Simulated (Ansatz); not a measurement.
A run of Ansatz 0.2.0:

The input input.yaml:

```yaml
crystal:
  lattice:
    - [3.31999, 0.0, 0.0]
    - [0.0, 3.31999, 0.0]
    - [0.0, 0.0, 7.351845]
  atoms:
    - { symbol: Zr, position: [0.5, 0.0, 0.30841] }
    - { symbol: Zr, position: [0.0, 0.5, 0.69159] }
    - { symbol: Si, position: [0.0, 0.0, 0.0] }
    - { symbol: Si, position: [0.5, 0.5, 0.0] }
    - { symbol: O, position: [0.5, 0.0, 0.611294] }
    - { symbol: O, position: [0.0, 0.5, 0.388706] }
hamiltonian:
  xc: pbe
  pseudopotentials: { kind: paw }
kpoints:
  mp_grid: { grid: [8, 8, 4] }
scf:
  occupations: { method: fermi_dirac, width: 0.05 }
output:
  forces: true
  stress: true
  eigenvalues: true
  write_density: true
  write_potential: true
  elf: true
  volumetric_format: npy
```

Potentials or basis: Ansatz PAW.

The run is started by

```sh
$ ansatz run input.yaml --threads 2 --pin off --max-ram 5120MiB --backend cpu --events-out ev --progress --plain --runs-dir out
```

Hardware: 2 threads of Arm Neoverse N1 (shared host).

Question: How long does it take, and how much memory?

Answer: It took 8.2 s on 2 threads of Arm Neoverse N1 (shared host), peak memory 0.39 GiB. Counts: scf iterations 8, plane waves 1609, k points 45, bands 28.
